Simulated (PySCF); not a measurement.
**C6H6O (2,4-cyclohexadienone): levels of theory compared**

Aim: a comparison of 6 runs (BLYP/6-31G*, PBE/6-31G*, TPSS/6-31G*, r2SCAN/6-31G*, revPBE/6-31G*, CCSD(T)/6-31G*) of C6H6O (2,4-cyclohexadienone). Input form: a Python script.

Program for the calculation: PySCF 2.14.0.

1 further run of the same task is left out (set aside as unsound or not needed).

**1. Starting point**

The species is C6H6O (13 atoms), meant as a singlet with charge 0. As SMILES, `O=C1C=CC=CC1`. The coordinates come from a GFN2-xTB relaxation.

Bond lengths: O1–C2 1.216 Å, C2–C3 1.458 Å, C3–C4 1.345 Å, C4–C5 1.436 Å, C5–C6 1.337 Å, C2–C7 1.517 Å, C6–C7 1.483 Å, C3–H8 1.080 Å, C4–H9 1.081 Å, C5–H10 1.080 Å, C6–H11 1.081 Å, C7–H12 1.096 Å, C7–H13 1.097 Å. Some angles: O1–C2–C3 122.7°, O1–C2–C7 121.0°, C3–C2–C7 116.4°, C2–C3–C4 122.3°, C3–C4–C5 122.0°, C4–C5–C6 120.5°, C5–C6–C7 122.4°, C2–C7–C6 116.5°, C2–C3–H8 116.1°, C4–C3–H8 121.6°.

**2. The energy at BLYP/6-31G(d) (spherical functions) (run 1)**

Contents of job.py:

```python
from pyscf import gto, dft

mol = gto.M(
    atom=[
    ('O', (0.545730, -2.521840, 0.457450)),
    ('C', (0.272440, -1.347910, 0.297570)),
    ('C', (-0.368300, -0.541770, 1.329060)),
    ('C', (-0.672830, 0.754850, 1.142260)),
    ('C', (-0.384180, 1.434010, -0.089560)),
    ('C', (0.206440, 0.785700, -1.099280)),
    ('C', (0.591360, -0.643070, -1.007730)),
    ('H', (-0.590490, -1.047620, 2.257520)),
    ('H', (-1.151260, 1.321870, 1.929060)),
    ('H', (-0.661110, 2.473760, -0.178020)),
    ('H', (0.426190, 1.284990, -2.032700)),
    ('H', (0.117440, -1.207630, -1.818920)),
    ('H', (1.668570, -0.745340, -1.186710)),
],
    max_memory=1860,
    basis='6-31g*',
    verbose=3,
)

mf = dft.RKS(mol)
mf.xc = 'blyp'
mf.grids.level = 5
mf.conv_tol = 1e-10
mf.kernel()
if not mf.converged:
    mf = mf.newton().run(mf.mo_coeff, mf.mo_occ)

etot = mf.e_tot
print('E(%s) = %.9f' % ('BLYP', etot))
```

Command:

```bash
OMP_NUM_THREADS=1 python job.py
```

The log of the run:

```text
converged SCF energy = -307.308800658985
E(BLYP) = -307.308800659
```

Run time: 51 s. Hardware: 1 thread of Intel Xeon at 2.70GHz, shared host; peak memory 0.6 GiB.

**3. A single-point energy at PBE/6-31G(d) (spherical functions) (run 2)**

Contents of run.py:

```python
# O=C1C=CC=CC1
from pyscf import gto, dft

molecule = gto.M(
    atom='''
O      1.031280    -4.765587     0.864455
C      0.514837    -2.547181     0.562326
C     -0.695986    -1.023797     2.511559
C     -1.271464     1.426460     2.158559
C     -0.725995     2.709886    -0.169244
C      0.390115     1.484758    -2.077338
C      1.117508    -1.215226    -1.904334
H     -1.115864    -1.979715     4.266095
H     -2.175566     2.497972     3.645395
H     -1.249317     4.674729    -0.336409
H      0.805382     2.428279    -3.841246
H      0.221929    -2.282090    -3.437261
H      3.153140    -1.408488    -2.242557
''',
    basis='6-31g*',
    unit='bohr',
    charge=0,
    max_memory=1860,
    verbose=3,
)

mf = dft.RKS(molecule, xc='pbe')
mf.conv_tol = 1e-10
mf.grids.level = 5
mf.kernel()
if not mf.converged:
    mf = mf.newton().run(mf.mo_coeff, mf.mo_occ)

etot = mf.e_tot
print(f'total energy: {etot:.8f} hartree')
```

Command:

```bash
OMP_NUM_THREADS=1 python run.py
```

The log of the run:

```text
converged SCF energy = -307.049994863922
total energy: -307.04999486 hartree
```

Wall time 50 s (1 thread of Intel Xeon at 2.70GHz, shared host); peak memory 0.6 GiB.

Runs 3 to 5 aren't shown in full; the table further down has their settings and results.

**4. The energy at CCSD(T)/6-31G(d) (spherical functions) (run 6)**

job.py, as its differences from that of step 2:

```diff
@@ -1,4 +1,4 @@
-from pyscf import gto, dft
+from pyscf import gto, cc
 
-mol = gto.M(
+system = gto.M(
     atom=[
@@ -18,10 +18,10 @@
 ],
+    spin=0,
+    verbose=3,
+    basis='6-31g*',
+    charge=0,
     max_memory=1860,
-    basis='6-31g*',
-    verbose=3,
 )
 
-mf = dft.RKS(mol)
-mf.xc = 'blyp'
-mf.grids.level = 5
+mf = system.RHF()
 mf.conv_tol = 1e-10
@@ -31,3 +31,6 @@
 
-etot = mf.e_tot
-print('E(%s) = %.9f' % ('BLYP', etot))
+mycc = cc.CCSD(mf, frozen=7)
+mycc.kernel()
+e_t = mycc.ccsd_t()
+e_final = mycc.e_tot + e_t
+print('E = %.10f Eh' % e_final)
```

Command:

```bash
OMP_NUM_THREADS=1 python job.py
```

The log of the run:

```text
converged SCF energy = -305.534951166758
E(CCSD) = -306.4960901055711  E_corr = -0.961138938813486
CCSD(T) correction = -0.0382271071206029
E = -306.5343172127 Eh
```

Wall time 2.4 min (1 thread of Intel Xeon at 2.70GHz, shared host); peak memory 1 GiB.

**5. The series**

```
run                                 level  integration grid  frozen core orbitals  energy (Eh)  dipole moment (D) of the reference  HOMO energy (eV)  LUMO energy (eV)  wall time
  1     BLYP/6-31G* (spherical functions)                 5                     –  -307.308801                                3.35             -4.89             -2.39       51 s
  2      PBE/6-31G* (spherical functions)                 5                     –  -307.049995                                3.34             -5.05             -2.60       50 s
  3     TPSS/6-31G* (spherical functions)                 5                     –  -307.486055                                3.41             -5.18             -2.50       98 s
  4   r2SCAN/6-31G* (spherical functions)                 5                     –  -307.255347                                3.54             -5.46             -2.58    1.7 min
  5   revPBE/6-31G* (spherical functions)                 5                     –  -307.348014                                3.32             -5.01             -2.53       48 s
  6  CCSD(T)/6-31G* (spherical functions)                 –                     7  -306.534317                                4.08             -8.85              1.91    2.4 min
```

**6. Outcome**

| quantity | value |
| --- | --- |
| run 6: total energy | -306.53432 Eh |
| run 6: dipole moment (Hartree–Fock density) | 4.08 D |
| run 6: HOMO energy (Hartree–Fock orbitals) | -8.85 eV |
| run 6: LUMO energy (Hartree–Fock orbitals) | 1.91 eV |
| run 6: HOMO–LUMO gap (Hartree–Fock orbitals) | 10.76 eV |
| run 6: correlation energy (7 core orbitals frozen) | -999.4 mEh |
| run 6: (T) correction | -38.23 mEh |
| run 6: T1 diagnostic | 0.015 |

**Reading.** Over runs 1, 2, 3, 4, 5 the dipole moment (its size) runs from 3.32 D (revPBE/6-31G*) to 3.54 D (r2SCAN/6-31G*). Over runs 1, 2, 3, 4, 5 the HOMO–LUMO gap runs from 2.45 eV (PBE/6-31G*) to 2.88 eV (r2SCAN/6-31G*). Totals of different functionals can't be ranked against each other. All runs together took 8.2 min, the longest 2.4 min.
